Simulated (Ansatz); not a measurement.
# K3Pd: the cost of one run

Computed with Ansatz 0.2.0 (DFT PBE, scalar-relativistic, plane waves, PAW, unless a step's input says otherwise).

1 further run of the same task is left out (it didn't finish).

**1. The system as given**

Symmetry: I4/mmm, No. 139, tetragonal system. Conventional cell: a = 5.253 Å, b = 5.253 Å, c = 11.735 Å, α = 90.00°, β = 90.00°, γ = 90.00°. K (site symmetry 4/mmm) is surrounded by 4 Pd at 3.71 Å and 8 K at 3.94 Å. K (site symmetry -4m2) is surrounded by 8 K at 3.71 to 3.94 Å and 4 Pd at 3.94 Å. Pd (site symmetry 4/mmm) is surrounded by 12 K at 3.71 to 3.94 Å.

Structure file:

```cif
data_structure
_symmetry_space_group_name_H-M 'I4/mmm'
_symmetry_Int_Tables_number 139
_cell_length_a 5.2535
_cell_length_b 5.2535
_cell_length_c 11.7351
_cell_angle_alpha 90.000
_cell_angle_beta 90.000
_cell_angle_gamma 90.000
_cell_volume 323.88
loop_
_atom_site_label
_atom_site_type_symbol
_atom_site_symmetry_multiplicity
_atom_site_Wyckoff_symbol
_atom_site_fract_x
_atom_site_fract_y
_atom_site_fract_z
_atom_site_occupancy
K1 K 2 b 0.50000 0.50000 0.00000 1
K2 K 4 d 0.50000 0.00000 0.25000 1
Pd1 Pd 2 a 0.00000 0.00000 0.00000 1
```

This is candidate A: TiAl3 (D0_22) type (I4/mmm, No. 139).

(A quick probe on a coarse mesh, which set the mesh and smearing, is not shown.)

**3. Relaxing cell and atoms (candidate A)**

input.yaml

```yaml
crystal:
  lattice:
    - [-2.6267499744, 2.6267499744, 5.8675453973]
    - [2.6267499744, -2.6267499744, 5.8675453973]
    - [2.6267499744, 2.6267499744, -5.8675453973]
  atoms:
    - { symbol: K, position: [0.5, 0.5, 0.0] }
    - { symbol: K, position: [0.25, 0.75, 0.5] }
    - { symbol: K, position: [0.75, 0.25, 0.5] }
    - { symbol: Pd, position: [0.0, 0.0, 0.0] }
basis:
  ecutwfc: 420
kpoints:
  mp_grid: { grid: [12, 12, 12] }
hamiltonian:
  xc: pbe
scf:
  occupations: { method: gaussian, width: 0.1 }
output:
  forces: true
  stress: true
  eigenvalues: true
relax:
  adjacent_minimum: "off"
  f_tol: 0.01
  max_steps: 80
  cell: { stress_tol: 0.05 }
```

Command:

```bash
ansatz run input.yaml --threads 1 --pin off --max-ram 2560MiB --backend cpu --events-out ev --progress --plain --runs-dir out
```

**Question.** How long does this run take on 1 thread of AMD EPYC 9B45 (Zen 5), shared host, and how much memory does it need?

About 2.5 min, with a peak of 0.86 GiB.
